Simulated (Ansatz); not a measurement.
This script makes a formation energy from the elements of Ti2O and its elements with Ansatz 0.2.0 through its Python package.

`ti2o.py`
```python
"""Heat of formation of Ti2O at zero temperature, after relaxing cells and atoms."""

from collections import Counter

import ansatz
import numpy as np

PHASES = {
    "Ti2O": (
        [(2.9194, 0.0, 0.0), (-1.4597, 2.528275, 0.0), (0.0, 0.0, 4.713)],
        [
            ("Ti", (2 / 3, 1 / 3, 0.27874)),
            ("Ti", (1 / 3, 2 / 3, 0.72126)),
            ("O", (0.0, 0.0, 0.0)),
        ],
    ),
    "Ti": (
        [(2.95, 0.0, 0.0), (-1.475, 2.554775, 0.0), (0.0, 0.0, 4.68)],
        [
            ("Ti", (1 / 3, 2 / 3, 0.25)),
            ("Ti", (2 / 3, 1 / 3, 0.75)),
        ],
    ),
    "O2": (
        [(9.0, 0.0, 0.0), (0.0, 9.5, 0.0), (0.0, 0.0, 10.0)],
        [
            ("O", (0.5, 0.5, 0.4385)),
            ("O", (0.5, 0.5, 0.5615)),
        ],
    ),
}
MOMENTS = {"Ti": 0.5}  # parallel starting moments in muB


def build(vectors, sites):
    crystal = ansatz.Crystal(lattice=ansatz.Lattice.of(vectors))
    for symbol, position in sites:
        crystal = crystal.atom(symbol, position)
    return crystal

POLARISED = {"Ti2O", "O2"}

GASES = {"O2"}


def compute(name, crystal):
    calc = (
        crystal.calculation()
        .basis(450)
        .functional("PBEsol")
        .kpoints(spacing=0.33)
        .occupations("fermi_dirac", width=0.02)
        .stress()
    )
    if name in POLARISED:
        calc = calc.spin("collinear")
    if name in GASES:
        return calc.kpoints(1, 1, 1).relax(force_tolerance=0.02).run(threads=1, pin="off")
    calc = calc.relax(force_tolerance=0.02, cell=True)
    return calc.run(threads=1, pin="off")


def counts(outcome):
    return Counter(site.symbol for site in outcome.lattice.sites)

def formation_energy(outcome, mu):
    n = counts(outcome)
    return (outcome.report["energy_sigma0_ev"] - sum(k * mu[element] for element, k in n.items())) / sum(n.values())


def volume_per_atom(outcome):
    return abs(np.linalg.det(outcome.lattice.cell_ang)) / len(outcome.lattice.sites)


def main() -> None:
    phases = {name: build(*cell) for name, cell in PHASES.items()}
    for name in ["Ti2O"]:
        phases[name] = phases[name].moments({e: m for e, m in MOMENTS.items() if e in phases[name].species()})
    phases["O2"] = phases["O2"].moments(O=1.0)

    done = {}
    for name, crystal in phases.items():
        done[name] = compute(name, crystal)
        print(f"{name}: {done[name].report['energy_sigma0_ev']:.4f} eV, {len(done[name].lattice.sites)} atoms")

    # chemical potentials of the elements at zero temperature
    references = {"Ti": "Ti", "O": "O2"}
    mu = {element: done[name].report["energy_sigma0_ev"] / len(done[name].lattice.sites) for element, name in references.items()}

    target = done["Ti2O"]
    heat = formation_energy(target, mu)
    for element, value in mu.items():
        print(f"mu({element}) = {value:.4f} eV from {references[element]}, {volume_per_atom(done[references[element]]):.2f} A^3/atom")
    print(f"formation energy of Ti2O: {heat:.4f} eV/atom = {96.4853 * heat:.1f} kJ/mol of atoms")
    # no correction for the overbinding of the gas molecule is applied


if __name__ == "__main__":
    main()
```

Is Ti2O bound against its elements at this level, and by how much?

The formation energy is -1.916 eV an atom (-184.8 kJ per mole of atoms), so Ti2O lies below the reference phases.

The output:

`python ti2o.py` gives:
```text
RunWarning: the starting moments were not kept: the SCF closed with an absolute magnetisation of 7.5e-7 μB, where they sum to 1 μB in size (2 sites). That is at most 0.1 of that sum. Measured as dr2_m measures the in/out step, that magnetisation stands [...]
Ti2O: -5511.8312 eV, 3 atoms
Ti: -4947.7949 eV, 2 atoms
DeckWarning: output.stress: scf.convergence.dr2_threshold = 1e-7 eV (the SCF's general default) is looser than the 2e-10 eV advised for a printed stress (1e-10 eV for each atom of the cell: 2). What an SCF threshold leaves in a stress goes as its square root, [...]
O2: -1116.5776 eV, 2 atoms
mu(Ti) = -2473.8974 eV from Ti, 16.74 A^3/atom
mu(O) = -558.2888 eV from O2, 427.50 A^3/atom
formation energy of Ti2O: -1.9158 eV/atom = -184.9 kJ/mol of atoms
```
(Warnings from the package without file and line, shortened, repeats left out.)

Reading the output:
- Absolute energies stand on the zero of these potentials, so only differences at equal settings mean something.
- The SCF didn't keep the moments it started from (some shrank, vanished or turned); what is printed is the state reached.
- For the metals among these phases the mesh is modest: differences between phases can be off by up to 40 meV an atom.
- The cells come from databases of deposited and of computed structures, and not all need be stable phases.
- The compound is the structure given, not necessarily its lowest; energies are at zero temperature, with no correction for gases. Magnetic phases start from parallel moments and may not end in their lowest magnetic state. A semilocal functional's error on such energies is often 0.05 to 0.1 eV an atom, and 0.1 to 0.3 eV against gases such as O2 or F2.
- The whole script took 59 s on 1 thread of Arm Neoverse V2 (shared host), peak memory 0.82 GiB.

(Lines on the test bed's own set-up are left out of the output.)
